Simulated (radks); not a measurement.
# Ionising zirconium step by step, Zr²⁰⁺ to Zr³⁹⁺

Wanted: the ionisation ladder of zirconium and its errors against NIST. Each value is a difference of total energies (Δ-SCF).

Program: radks (a radial shooting solver on a logarithmic mesh, Libxc functionals) version 1. Level of theory: scalar-relativistic Kohn-Sham, SCAN, spin-polarised, spherical densities, finite nucleus; open shells are filled with parallel spins first. These are calculated values, not measurements, unless marked.

## (1) What is computed

```
element             : zirconium (Z = 40)
charges             : 20 to 39
first configuration : [Ar] 3d2
last configuration  : 1s1
```

The outer shells:

Zr²⁰⁺
```
[Ar] core
3d [↑ ][↑ ][  ][  ][  ]
```

Zr³⁹⁺
```
1s [↑ ]
```

## (2) Zr²⁰⁺, [Ar] 3d2

Input:

```text
Z 40
configuration [Ar] 3d2 4s0 4p0
relativity scalar-relativistic
functional scan,scan
spin polarised
nucleus finite rms 4.2694 fm
c 137.035999084
```

## (3) Zr²¹⁺, [Ar] 3d1

Settings, as their differences from step 2:

```diff
@@ -1,3 +1,3 @@
 Z 40
-configuration [Ar] 3d2 4s0 4p0
+configuration [Ar] 3d1 4s0 4p0
 relativity scalar-relativistic
```

## (4) Zr²²⁺, [Ar]

Settings, as their differences from step 3:

```diff
@@ -1,3 +1,3 @@
 Z 40
-configuration [Ar] 3d1 4s0 4p0
+configuration [Ar]
 relativity scalar-relativistic
```

## (5) Zr²³⁺, [Ne] 3s2 3p5

Settings, as their differences from step 4:

```diff
@@ -1,3 +1,3 @@
 Z 40
-configuration [Ar]
+configuration [Ne] 3s2 3p5
 relativity scalar-relativistic
```

## (6) Zr²⁴⁺, [Ne] 3s2 3p4

Settings, as their differences from step 5:

```diff
@@ -1,3 +1,3 @@
 Z 40
-configuration [Ne] 3s2 3p5
+configuration [Ne] 3s2 3p4
 relativity scalar-relativistic
```

## (7) Zr²⁵⁺, [Ne] 3s2 3p3

Settings, as their differences from step 6:

```diff
@@ -1,3 +1,3 @@
 Z 40
-configuration [Ne] 3s2 3p4
+configuration [Ne] 3s2 3p3
 relativity scalar-relativistic
```

## (8) Zr²⁶⁺, [Ne] 3s2 3p2

Settings, as their differences from step 7:

```diff
@@ -1,3 +1,3 @@
 Z 40
-configuration [Ne] 3s2 3p3
+configuration [Ne] 3s2 3p2
 relativity scalar-relativistic
```

## (9) Zr²⁷⁺, [Ne] 3s2 3p1

Settings, as their differences from step 8:

```diff
@@ -1,3 +1,3 @@
 Z 40
-configuration [Ne] 3s2 3p2
+configuration [Ne] 3s2 3p1
 relativity scalar-relativistic
```

## (10) Zr²⁸⁺, [Ne] 3s2

Settings, as their differences from step 9:

```diff
@@ -1,3 +1,3 @@
 Z 40
-configuration [Ne] 3s2 3p1
+configuration [Ne] 3s2
 relativity scalar-relativistic
```

## (11) Zr²⁹⁺, [Ne] 3s1

Settings, as their differences from step 10:

```diff
@@ -1,3 +1,3 @@
 Z 40
-configuration [Ne] 3s2
+configuration [Ne] 3s1 3p0 4s0
 relativity scalar-relativistic
```

## (12) Zr³⁰⁺, [Ne]

Settings, as their differences from step 11:

```diff
@@ -1,3 +1,3 @@
 Z 40
-configuration [Ne] 3s1 3p0 4s0
+configuration [Ne]
 relativity scalar-relativistic
```

## (13) Zr³¹⁺, [He] 2s2 2p5

Settings, as their differences from step 12:

```diff
@@ -1,3 +1,3 @@
 Z 40
-configuration [Ne]
+configuration [He] 2s2 2p5
 relativity scalar-relativistic
```

## (14) Zr³²⁺, [He] 2s2 2p4

Settings, as their differences from step 13:

```diff
@@ -1,3 +1,3 @@
 Z 40
-configuration [He] 2s2 2p5
+configuration [He] 2s2 2p4
 relativity scalar-relativistic
```

## (15) Zr³³⁺, [He] 2s2 2p3

Settings, as their differences from step 14:

```diff
@@ -1,3 +1,3 @@
 Z 40
-configuration [He] 2s2 2p4
+configuration [He] 2s2 2p3
 relativity scalar-relativistic
```

## (16) Zr³⁴⁺, [He] 2s2 2p2

Settings, as their differences from step 15:

```diff
@@ -1,3 +1,3 @@
 Z 40
-configuration [He] 2s2 2p3
+configuration [He] 2s2 2p2 3s0 3p0
 relativity scalar-relativistic
```

## (17) Zr³⁵⁺, [He] 2s2 2p1

Input:

```text
Z 40
configuration [He] 2s2 2p1 3s0 3p0
relativity scalar-relativistic
functional scan,scan
spin polarised
nucleus finite rms 4.2694 fm
c 137.035999084
```

## (18) Zr³⁶⁺, [He] 2s2

Input:

```text
Z 40
configuration [He] 2s2 2p0 3s0
relativity scalar-relativistic
functional scan,scan
spin polarised
nucleus finite rms 4.2694 fm
c 137.035999084
```

## (19) Zr³⁷⁺, [He] 2s1

Settings, as their differences from step 18:

```diff
@@ -1,3 +1,3 @@
 Z 40
-configuration [He] 2s2 2p0 3s0
+configuration [He] 2s1 2p0 3s0
 relativity scalar-relativistic
```

## (20) Zr³⁸⁺, [He]

Settings, as their differences from step 19:

```diff
@@ -1,3 +1,3 @@
 Z 40
-configuration [He] 2s1 2p0 3s0
+configuration [He] 2s0 2p0
 relativity scalar-relativistic
```

## (21) Zr³⁹⁺, 1s1

Settings, as their differences from step 20:

```diff
@@ -1,3 +1,3 @@
 Z 40
-configuration [He] 2s0 2p0
+configuration 1s1
 relativity scalar-relativistic
```

What does the calculation give? Wanted: for each run, species; configuration; Δ-SCF; −ε(HOMO); NIST; error.

**Answer**, as computed:

```
species  configuration  Δ-SCF (eV)  −ε(HOMO) (eV)         NIST (eV)  error (%)
  Zr²⁰⁺       [Ar] 3d2      861.97         833.43      863 (theory)       -0.1
  Zr²¹⁺       [Ar] 3d1      920.00         891.00      922 (theory)       -0.2
  Zr²²⁺           [Ar]      1101.1         1075.0  1092 (semi-emp.)       +0.8
  Zr²³⁺   [Ne] 3s2 3p5      1153.8         1127.8  1145 (semi-emp.)       +0.8
  Zr²⁶⁺   [Ne] 3s2 3p2      1336.5         1309.2  1344 (semi-emp.)       -0.6
  Zr²⁷⁺   [Ne] 3s2 3p1      1390.7         1364.1  1392 (semi-emp.)       -0.1
  Zr³⁰⁺           [Ne]      3824.2         3747.3  3788 (semi-emp.)       +1.0
  Zr³¹⁺   [He] 2s2 2p5      3978.7         3902.7  3950 (semi-emp.)       +0.7
  Zr³⁴⁺   [He] 2s2 2p2      4521.2         4440.8  4553 (semi-emp.)       -0.7
  Zr³⁵⁺   [He] 2s2 2p1      4680.1         4602.2  4744 (semi-emp.)       -1.3
```

Reference values: NIST Atomic Spectra Database (exp. measured, semi-emp. semi-empirical, theory a theoretical value adopted there). The steepest step, after dividing by the final charge, comes at Zr³⁰⁺ in [Ne], where the value goes from 1390.7 to 3824.2 eV. There the highest level belongs to another shell. The Δ-SCF values miss the measured or semi-empirical entries by +0.1 % in the signed mean; the largest miss is -1.3 % (Zr³⁵⁺). Minus the highest eigenvalue gives 97 to 98 % of the Δ-SCF value along the ladder. Open shells are spherical and high-spin; term and fine-structure splittings are not resolved.
